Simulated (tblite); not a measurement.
# C4H6F3NSi: the cost of one run

The runs use tblite 0.8.0 and PySCF 2.14.0, with density-fitted response routines of our own; the level of theory stands in each step. All values are computed, except where a source is named. Atoms count from 0, in the outputs and in this text.

## (1) The starting structure

15 atoms, charge 0, multiplicity 1; geometry from: force field or distance geometry start.

Bonds of the start (Å): C0–C1 1.23, C1–C2 1.45, C2–N3 1.45, N3–Si4 1.79, Si4–C5 1.87, C5–F6 1.38, C5–F7 1.38, C5–F8 1.37, C0–H9 1.07, C2–H10 1.10, C2–H11 1.13, N3–H12 1.08, Si4–H13 1.50, Si4–H14 1.44.

## (2) Geometry optimisation with GFN2-xTB

Job settings and geometry (Å):

```
{"job": {"kind": "relax", "xc": "GFN2-xTB", "basis": "xTB"}, "charge": 0, "multiplicity": 1}
C      2.815500    -0.824800    -0.569700
C      2.089200     0.160400    -0.448000
C      1.265800     1.336700    -0.275500
N      0.098300     0.990500     0.519400
Si    -0.757400    -0.311800    -0.362500
C     -2.472600    -0.614700     0.305400
F     -3.170500    -1.343300    -0.633700
F     -2.413600    -1.351100     1.468400
F     -3.135000     0.572900     0.491600
H      3.440300    -1.686700    -0.663800
H      1.804900     2.214800     0.106900
H      0.852100     1.580400    -1.293700
H      0.490900     0.606900     1.450300
H     -0.917000     0.213700    -1.755200
H      0.004900    -1.536100    -0.373100
```

On the command line:

```
$ OMP_NUM_THREADS=1 python probes_run.py task.json out
```

The driver reads the jobs from task.json and runs them one after another.

Q: Estimate the wall time and peak memory of this first job on 1 thread of Arm Neoverse N1, shared host.

About 1.1 s, with a peak of 0.18 GiB.
